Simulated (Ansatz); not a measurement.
**CaGdAlO4 (I4mm): the equilibrium volume**

Aim: the volume at which the pressure of CaGdAlO4 (I4mm) vanishes.

Method: DFT r²SCAN, scalar-relativistic, plane waves, PAW, in Ansatz 0.2.0.

7 further runs of the same task are left out: 3 that didn't finish, 4 set aside as unsound or not needed.

### Step 1. Starting point

It takes space group I4mm (No. 107, tetragonal). Conventional cell: a = 3.707 Å, b = 3.707 Å, c = 12.007 Å, α = 90.00°, β = 90.00°, γ = 90.00°. Al (site symmetry 4mm) is surrounded by 6 O at 1.86 to 2.07 Å. Ca (site symmetry 4mm) is surrounded by 9 O at 2.28 to 2.64 Å. Around Gd (site symmetry 4mm) lie 5 O at 2.27 to 2.49 Å. O (site symmetry 4mm) has 1 Al at 2.07 Å and 1 Ca at 2.28 Å in its first shell of neighbours. O (site symmetry 4mm) has 1 Al at 1.96 Å and 1 Gd at 2.27 Å in its first shell of neighbours. O (site symmetry 2mm) is surrounded by 2 Al at 1.86 Å and 2 Gd at 2.49 Å and 2 Ca at 2.56 Å.

As a file:

```
Al Ca Gd O
1.0
    -1.85363    1.85363    6.00337
     1.85363   -1.85363    6.00337
     1.85363    1.85363   -6.00337
Al Ca Gd O
1 1 1 4
Direct
  0.00562 0.00562 0.00000
  0.64287 0.64287 0.00000
  0.35780 0.35780 0.00000
  0.83284 0.83284 0.00000
  0.16886 0.16886 0.00000
  0.49600 0.99600 0.50000
  0.99600 0.49600 0.50000
```

Starting moments: Gd 7.00 μB.

### Step 2. At the starting volume (r²SCAN, 6×6×6 mesh)

Input file input.yaml:

```yaml
crystal:
  lattice:
    - [-1.85363402, 1.85363402, 6.00336922]
    - [1.85363402, -1.85363402, 6.00336922]
    - [1.85363402, 1.85363402, -6.00336922]
  atoms:
    - { symbol: Al, position: [0.005618, 0.005618, 0.0] }
    - { symbol: Ca, position: [0.642871, 0.642871, 0.0] }
    - { symbol: Gd, position: [0.357805, 0.357805, 0.0], spin: 7.0 }
    - { symbol: O, position: [0.832842, 0.832842, 0.0] }
    - { symbol: O, position: [0.168855, 0.168855, 0.0] }
    - { symbol: O, position: [0.496004, 0.996004, 0.5] }
    - { symbol: O, position: [0.996004, 0.496004, 0.5] }
basis:
  ecutwfc: 500
kpoints:
  mp_grid: { grid: [6, 6, 6] }
hamiltonian:
  xc: r2scan
scf:
  occupations: { method: gaussian, width: 0.1 }
  lower_state_search: "off"
output:
  forces: true
  stress: true
  eigenvalues: true
  populations: true
  hubbard: { sites: [{ species: Gd, l: f }] }
magnetization:
  spin_polarized: true
```

Run with:

```console
$ ansatz run input.yaml --threads 8 --pin off --max-ram 14336MiB --backend cpu --events-out ev --progress --plain --runs-dir out
```

After this run come: Full relaxation.

Q: Predict the outcome of this session. Wanted: volume; pressure; conventional cell; gap on the mesh; spin moments in spheres.

The runs gave:

| quantity | value |
| --- | --- |
| volume | 11.362 Å³/atom |
| pressure | 0.01 GPa |
| conventional cell | a = 3.654 Å, b = 3.654 Å, c = 11.916 Å, α = 90.00°, β = 90.00°, γ = 90.00° |
| gap on the mesh | 3.73 eV |
| spin moments in spheres | Gd 6.85 μB |

From the first run shown, the volume went from 11.79 to 11.36 Å³/atom (-3.6 %) in 2 runs, where the pressure is zero within 0.01 GPa. No U or exact exchange acts on the open f shell of Gd, so the gap holds for this level alone and is likely too small. Spin–orbit coupling is left out, though the cell holds Gd; it splits the 4f levels.
